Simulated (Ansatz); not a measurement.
What does this script print? It uses Ansatz's Python interface.

`bde.py`
```python
import ansatz as az


def total_energy(molecule, charge=0, unpaired=0):
    calc = molecule.calculation().basis(gaussian="def2-SVPD").correlation("ccsd_t", electrons="valence")
    if charge:
        calc = calc.charge(charge)
    if unpaired:
        calc = calc.spin("collinear", total=unpaired)
    report = calc.run().report
    if report["published_state_doubts"]:
        print("  doubts:", report["published_state_doubts"])
    return report["free_energy_ev"]

def without(molecule, index):
    rest = az.Crystal.molecule()
    for i, site in enumerate(molecule.cartesian_sites):
        if i != index:
            rest = rest.atom(site.symbol, site.position_ang)
    return rest


def main() -> None:
    mol = (
        az.Crystal.molecule()
        .atom("C", (-0.1667, -0.0046, -0.0034))
        .atom("Se", (1.7753, 0.0492, 0.0361))
        .atom("H", (-0.5017, -0.652, -0.8397))
        .atom("H", (-0.5622, 1.0216, -0.1488))
        .atom("H", (-0.5448, -0.4143, 0.9557))
    )

    whole = total_energy(mol, -1)
    hydrogen = total_energy(az.Crystal.molecule().atom("H", (0, 0, 0)), 0, 1)
    print(f"E(molecule) = {whole:.5f} eV, E(H) = {hydrogen:.5f} eV")
    for index in [4]:
        radical = total_energy(without(mol, index), -1, 1)
        print(f"H{index}: homolysis {23.060548 * (radical + hydrogen - whole):.1f} kcal/mol")
        anion = total_energy(without(mol, index), -2)
        print(f"H{index}: loss of a proton {23.060548 * (anion - whole):.1f} kcal/mol")


if __name__ == "__main__":
    main()
```

```console
$ python bde.py
E(molecule) = -66384.53462 eV, E(H) = -13.58606 eV
H4: homolysis 97.4 kcal/mol
H4: loss of a proton 529.2 kcal/mol
```

Caveats:
- These settings explore the input space; basis and method may be short of convergence.
- The geometry is a force-field or estimated start, not a minimum of this method, and the basis set is short of its limit. All parts are taken at fixed geometry, without zero-point energy.
- The spin-orbit lowering of heavy atoms is left out.
- Run time: 43 s on 1 thread of Arm Neoverse V2 (shared host), peak memory 0.47 GiB.
